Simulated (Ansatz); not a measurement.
# ClHf: the cost of one run

Computed with Ansatz 0.2.0, Gaussian basis. Level: def2-QZVPP, core rule «outside noble gas», up to 9 orbitals frozen.

The runs, in order: UHF; ROHF; CCSD(T) on UHF.

2 further runs of the same task are left out: 2 set aside as unsound or not needed.

## 1. The geometry

The geometry is a PBE0/def2-TZVP stationary point (not a proven minimum). No spin-orbit coupling is included. Elements past krypton take def2 core potentials.

2 atoms, charge 1, spin multiplicity 3.

Atoms are counted from 1 here; the program's logs count them from 0.

Bond lengths: Hf1–Cl2 2.226 Å.

## 2. UHF

Contents of in.yaml:

```yaml
crystal:
  periodic: [false, false, false]
  atoms:
    - {symbol: Hf, position_ang: [0.000000, 0.000000, 0.000000]}
    - {symbol: Cl, position_ang: [0.000000, 0.000000, 2.226400]}
basis:
  gaussian: {orbitals: "def2-QZVPP.json"}
total_charge: 1
magnetization: {spin_polarized: true, initial_magnetization: 2}
hamiltonian: {xc: hf}
output: {orbitals: {seedname: orbitals}}
```

The run is started by

```
> ansatz run in.yaml --threads 1 --pin off --events-out ev --progress --plain --max-ram 3968MiB --backend cpu
```

What time and memory should one allow on 1 thread of AMD EPYC 7R13, shared host?

About 17 s, with a peak of 0.41 GiB.
